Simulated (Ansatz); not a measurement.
**AsH2+ (singlet): wave-function methods side by side at angle H2–As1–H3 = 125.9°, cc-pVDZ**

Aim: climb from Hartree-Fock through coupled cluster and multireference methods for AsH2+ (singlet) at one geometry and basis, and see what each rung misses.

Computed with Ansatz 0.2.0, Gaussian basis. Level: cc-pVDZ, core rule «outside noble gas», up to 14 orbitals frozen.

The runs, in order: UHF; CCSD(T) on RHF; CCSD(T) on UHF; BCCD(T) on RHF; CISD; CCSDT(Q) on RHF; CCSDT(Q) on UHF; CCSDTQ on RHF; CASSCF and MRCISD+Q, 2 electrons in 2 orbitals; CASSCF and NEVPT2, 2 electrons in 2 orbitals; CASSCF and MRCISD+Q, 6 electrons in 6 orbitals; CASSCF and NEVPT2, 6 electrons in 6 orbitals; Full CI.

11 further runs of the same task are left out: 8 that didn't finish, 3 set aside as unsound or not needed.

## 1. The geometry

The geometry derives from a PBE0/def2-TZVP stationary point (not a proven minimum). One angle is set to the value named; bond lengths are kept. No spin-orbit coupling is included. The filled d shell of As may be among the frozen orbitals whatever the setting's name suggests; the logs give the count.

3 atoms, charge 1, spin multiplicity 1.

Atoms are counted from 1 here; the program's logs count them from 0.

Bond lengths: As1–H2 1.530 Å, As1–H3 1.530 Å. Angles: H2–As1–H3 125.9°.

## 2. UHF

File in.yaml:

```yaml
crystal:
  periodic: [false, false, false]
  atoms:
    - {symbol: As, position_ang: [0.000000, -0.018230, 0.000000]}
    - {symbol: H, position_ang: [0.000000, 0.677543, -1.362587]}
    - {symbol: H, position_ang: [0.000000, 0.677539, 1.362589]}
basis:
  gaussian: {orbitals: cc-pVDZ}
total_charge: 1
magnetization: {spin_polarized: true, initial_magnetization: 0}
hamiltonian: {xc: hf}
output: {orbitals: {seedname: orbitals}}
```

Run with:

```console
ansatz run in.yaml --threads 1 --pin off --events-out ev --progress --plain --max-ram 2393MiB
```

Further steps of the session: CCSD(T) on RHF; CCSD(T) on UHF; BCCD(T) on RHF; CISD; CCSDT(Q) on RHF; CCSDT(Q) on UHF; CCSDTQ on RHF; CASSCF and MRCISD+Q, 2 electrons in 2 orbitals; CASSCF and NEVPT2, 2 electrons in 2 orbitals; CASSCF and MRCISD+Q, 6 electrons in 6 orbitals; CASSCF and NEVPT2, 6 electrons in 6 orbitals; Full CI.

**Question.** What will the summary of the whole plan be? Wanted: FCI below the RHF energy; RMP2 from FCI; UMP2 from FCI; RCCSD from FCI; RCCSD(T) from FCI; UCCSD(T) from FCI; RCCSDT(Q) from FCI; UCCSDT(Q) from FCI; NEVPT2 pair from FCI.

**Answer**, as computed:

| quantity | value |
| --- | --- |
| FCI below the RHF energy | -3.2615 eV |
| RMP2 from FCI | +19.44 kcal/mol |
| UMP2 from FCI | +18.49 kcal/mol |
| RCCSD from FCI | +1.96 kcal/mol |
| RCCSD(T) from FCI | +0.48 kcal/mol |
| UCCSD(T) from FCI | +0.87 kcal/mol |
| RCCSDT(Q) from FCI | +0.02 kcal/mol |
| UCCSDT(Q) from FCI | +0.12 kcal/mol |
| NEVPT2 pair from FCI | +17.32 kcal/mol |
| NEVPT2 valence from FCI | +11.22 kcal/mol |
| MRCISD+Q valence from FCI | +0.13 kcal/mol |
| levels within 1 kcal/mol (43 meV) | RCCSD(T), UCCSD(T), BCCD(T), RCCSDT, UCCSDT, RCCSDT(Q), UCCSDT(Q), RCCSDTQ, MRCISD+Q valence |
| T1 diagnostic | 0.013 |
| effectively unpaired electrons | 0.09 |

RCCSD(T) lands +0.48 kcal/mol from the yardstick (0.6 % of the correlation energy). One determinant dominates. Of the multireference levels listed MRCISD+Q valence comes nearest in total energy (+0.13 kcal/mol), which doesn't show that its space is the better one. These misses are within one basis, not against nature.
